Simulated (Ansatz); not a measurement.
# CH7InN2O: the cost of one run

Computed with Ansatz 0.2.0, Gaussian basis. Level: the settings change from run to run.

1 further run of the same task is left out (for a known fault of the program).

### 1 The relaxed structure

An earlier PBE0-D4 in a triple-zeta def2 set relaxation fixed the geometry. In takes a core potential in def2 sets; no spin-orbit term is included.

SMILES `C[O][In]([NH2])[NH2]`, 12 atoms, charge 0, spin multiplicity 1.

Atoms are counted from 1 here; the program's logs count them from 0.

Bond lengths: C1–O2 1.399 Å, C1–H6 1.100 Å, C1–H7 1.101 Å, C1–H8 1.096 Å, O2–In3 1.990 Å, In3–N4 2.019 Å, In3–N5 2.012 Å, N4–H9 1.010 Å, N4–H10 1.011 Å, N5–H11 1.010 Å, N5–H12 1.011 Å. Angles: O2–C1–H6 113.1°, O2–C1–H7 112.9°, O2–C1–H8 108.9°, H6–C1–H7 107.4°, H6–C1–H8 107.2°, H7–C1–H8 107.0°, C1–O2–In3 121.7°, O2–In3–N4 115.9°, O2–In3–N5 113.9°, N4–In3–N5 129.0°, In3–N4–H9 116.9°, In3–N4–H10 115.0°, H9–N4–H10 108.6°, In3–N5–H11 116.5°, In3–N5–H12 114.1°, H11–N5–H12 108.7°.

### 2 B97/def2-TZVP

File in.yaml:

```yaml
crystal:
  periodic: [false, false, false]
  atoms:
    - {symbol: C, position_ang: [-1.823631, 0.718162, 1.001834]}
    - {symbol: O, position_ang: [-1.369905, -0.337870, 0.204322]}
    - {symbol: In, position_ang: [0.522455, -0.453312, -0.401181]}
    - {symbol: N, position_ang: [1.768395, 0.963249, 0.319414]}
    - {symbol: N, position_ang: [0.971972, -2.170677, -1.348994]}
    - {symbol: H, position_ang: [-1.271049, 0.811986, 1.948439]}
    - {symbol: H, position_ang: [-1.771951, 1.692829, 0.492490]}
    - {symbol: H, position_ang: [-2.875789, 0.544478, 1.256544]}
    - {symbol: H, position_ang: [2.613807, 1.137791, -0.204973]}
    - {symbol: H, position_ang: [1.331497, 1.849353, 0.531899]}
    - {symbol: H, position_ang: [1.726161, -2.131835, -2.019740]}
    - {symbol: H, position_ang: [0.178047, -2.624145, -1.780053]}
basis:
  gaussian: {orbitals: def2-TZVP}
hamiltonian: {xc: {name: B97}}
output: {forces: true}
```

Launch:

```console
ansatz run in.yaml --threads 4 --pin off --events-out ev --progress --plain --max-ram 10444MiB
```

Q: Estimate wall time and peak memory on 4 threads of Arm Neoverse V1, shared host.

About 8 s, with a peak of 0.64 GiB.
